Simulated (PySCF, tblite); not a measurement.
# C7H11PSSi: geometry, infrared bands and NMR shifts

Aim: predict the infrared bands and NMR shifts of C7H11PSSi (`C=CC1=CC(C)=C([SiH3])[P@@H]1=S`).

Computed with tblite 0.8.0 and PySCF 2.14.0, with density-fitted response routines of our own, on a single molecule in the gas phase. Atoms count from 0, in the outputs and in this text.

## 1. The molecule as given

21 atoms, charge 0, multiplicity 1; geometry from: force field or distance geometry start.

Bonds of the start (Å): C0–C1 1.35, C1–C2 1.43, C2–C3 1.37, C3–C4 1.46, C4–C5 1.50, C4–C6 1.34, C6–Si7 1.80, C6–P8 1.79, P8–S9 1.96, P8–C2 1.79, C0–H10 1.09, C0–H11 1.07, C1–H12 1.08, C3–H13 1.08, C5–H14 1.09, C5–H15 1.10, C5–H16 1.09, Si7–H17 1.49, Si7–H18 1.48, Si7–H19 1.48, P8–H20 1.40.

## 2. Relaxing the molecule with GFN2-xTB

What the job is given:

```
{"job": {"kind": "relax", "xc": "GFN2-xTB", "basis": "xTB"}, "charge": 0, "multiplicity": 1}
C      3.612700    -0.784700     0.169300
C      2.764300     0.148600    -0.324400
C      1.346500     0.160000    -0.143400
C      0.523300     1.060500    -0.756500
C     -0.889400     0.827900    -0.484900
C     -1.889200     1.728400    -1.152800
C     -1.096000    -0.228100     0.307700
Si    -2.595300    -1.038200     0.890700
P      0.427500    -0.995800     0.864300
S      0.799400    -1.153400     2.779100
H      3.278900    -1.632400     0.761400
H      4.668600    -0.704000    -0.011400
H      3.193300     0.959500    -0.888100
H      0.865400     1.845000    -1.407300
H     -1.797000     1.676700    -2.238000
H     -1.718800     2.769700    -0.836300
H     -2.914700     1.479500    -0.886300
H     -3.651500    -0.960400    -0.160700
H     -2.331500    -2.478600     1.126100
H     -3.120000    -0.403900     2.123700
H      0.514400    -2.259600     0.267500
```

Run with:

```sh
> OMP_NUM_THREADS=1 python probes_run.py task.json out
```

One launch serves the whole session: the jobs run in the order shown.

**Question.** This job is followed by: GFN2-xTB harmonic vibrations, gas phase; GIAO PBE0/pcSseg-1 NMR shielding, non-relativistic, gas phase. What will the session give for the following? strongest single infrared mode (GFN2-xTB); zero-point energy (GFN2-xTB); 13C shifts against TMS (PBE0/pcSseg-1); 1H shifts against TMS (PBE0/pcSseg-1, means over atoms taken as alike); 29Si shifts against TMS (PBE0/pcSseg-1); 31P shifts against H3PO4 (PBE0/pcSseg-1); 33S shifts against CS2 (PBE0/pcSseg-1); surface potential, 1st and 99th percentile.

The runs gave:

```
                                                              quantity                                               value
                             strongest single infrared mode (GFN2-xTB)                                791 cm⁻¹, 345 km/mol
                                          zero-point energy (GFN2-xTB)                                       93.0 kcal/mol
                                13C shifts against TMS (PBE0/pcSseg-1)  169.0, 158.9, 143.6, 136.3, 135.4, 131.3, 22.6 ppm
1H shifts against TMS (PBE0/pcSseg-1, means over atoms taken as alike)        7.59, 6.79, 6.64, 6.43, 5.95, 4.42, 2.25 ppm
                               29Si shifts against TMS (PBE0/pcSseg-1)                                           -89.7 ppm
                              31P shifts against H3PO4 (PBE0/pcSseg-1)                                            13.6 ppm
                                33S shifts against CS2 (PBE0/pcSseg-1)                                            -290 ppm
                                 surface potential, 1st and 99th percentile                                  -1.41 V and 1.23 V
```

In words: Relaxing lowered the energy by 0.321 eV in 93 steps; the close pair that moved most is C6–Si7, from 1.801 to 1.880 Å. No mode is imaginary among the 57: a minimum at this level. The strongest single mode, at 791 cm⁻¹, moves mainly H17 and H18. GFN2-xTB is a fitted tight-binding method: band positions and strengths are rough. Its intensities can rank the bands wrongly. By nearest atom (PBE0/pcSseg-1), the HOMO sits on S9 55 %; C6 12 % and the LUMO on C2, C3, C6 about 16 % each; C0, C4 about 11 % each.
